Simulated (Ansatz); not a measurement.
**SbH₂I: ionisation energy by level of theory**

One table from this session's results is given with a row withheld; the runs are named, their logs left out.

Program: Ansatz 0.2.0, Gaussian basis. Level of theory: unrestricted cation, the program's frozen cores in correlated methods. These are calculated values, not measurements.

Plan: UKS PBE-D4/def2-TZVPP; UKS r2SCAN-D4/def2-TZVPP; UKS PBE0-D4/def2-TZVPP; UKS B3LYP-D4/def2-TZVPP; UKS wB97X-V/def2-TZVPP; UKS wB97M-V/def2-TZVPP; UKS B2PLYP/def2-TZVPP; UHF-CCSD(T)/def2-TZVPP; UHF-MP2/def2-QZVPP; extrapolation to the limit; then −ε(HOMO) from the neutral's earlier runs with LDA (SPW92), PBE-D4, revPBE-D4, BLYP-D4, r2SCAN-D4, B97M-V, PBE0-D4, B3LYP-D4, r2SCANh-D4, r2SCAN0-D4, HSE06-D4, BHLYP-D4, CAM-B3LYP-D4, LC-ωPBE, ωB97X-V, ωB97M-V.

**Structure used throughout**

All runs share one geometry, relaxed beforehand with PBE0-D4 in a triple-zeta def2 set. Sb, I take the def2 core potential; no spin-orbit term is included.

SMILES `[SbH2][I]`, 4 atoms, charge 0, spin multiplicity 1.

Atoms are counted from 1 here; the program's logs count them from 0.

Bond lengths: Sb1–I2 2.725 Å, Sb1–H3 1.711 Å, Sb1–H4 1.711 Å. Angles: I2–Sb1–H3 94.0°, I2–Sb1–H4 94.0°, H3–Sb1–H4 90.4°.

Geometry (Å):

```csv
atom,x (Å),y (Å),z (Å)
Sb1,-0.5237,0.1812,0.6417
I2,2.1686,0.2720,0.2343
H3,-0.8977,0.8744,-0.8771
H4,-0.6916,-1.3879,-0.0192
```

The first run:

The input, in.yaml:

```yaml
crystal:
  periodic: [false, false, false]
  atoms:
    - {symbol: Sb, position_ang: [-0.523745, 0.181194, 0.641677]}
    - {symbol: I, position_ang: [2.168645, 0.272026, 0.234335]}
    - {symbol: H, position_ang: [-0.897711, 0.874418, -0.877107]}
    - {symbol: H, position_ang: [-0.691590, -1.387936, -0.019206]}
basis:
  gaussian: {orbitals: def2-TZVPP}
total_charge: 1
magnetization: {spin_polarized: true, initial_magnetization: 1}
hamiltonian: {xc: pbe, dispersion: d4}
```

Launch:

```
> ansatz run in.yaml --threads 2 --pin off --events-out ev --progress --plain --max-ram 4352MiB
```

Steps of the session up to this table: Cation, UKS PBE-D4/def2-TZVPP; Cation, UKS r2SCAN-D4/def2-TZVPP; Cation, UKS PBE0-D4/def2-TZVPP; Cation, UKS B3LYP-D4/def2-TZVPP; Cation, UKS wB97X-V/def2-TZVPP; Cation, UKS wB97M-V/def2-TZVPP; Cation, UKS B2PLYP (frozen core)/def2-TZVPP; Cation, UHF-CCSD(T)/def2-TZVPP; Cation, UHF-MP2/def2-QZVPP.

One table of the session follows, with a row left open; its other results are not shown here.

It belongs to the step «Ionisation energies side by side». Orbital estimates, from the neutral's runs:

| functional | −ε(HOMO) (eV) |
| --- | --- |
| LDA (SPW92) | 6.25 |
| PBE-D4 | 6.11 |
| revPBE-D4 | 6.07 |
| BLYP-D4 | 5.95 |
| r2SCAN-D4 | 6.38 |
| B97M-V | 6.37 |
| PBE0-D4 | 7.17 |
| B3LYP-D4 | 6.95 |
| r2SCANh-D4 | 6.77 |
| r2SCAN0-D4 | 7.35 |
| HSE06-D4 | 6.79 |
| BHLYP-D4 | 8.07 |
| CAM-B3LYP-D4 | 8.37 |
| LC-ωPBE | 9.64 |
| ωB97X-V | ? |
| ωB97M-V | 9.21 |

Q: Estimate the row for ωB97X-V from the others.

**Answer.** −ε(HOMO) (eV): 9.33. In the column «−ε(HOMO) (eV)» it lies between ωB97M-V (9.21) and LC-ωPBE (9.64).
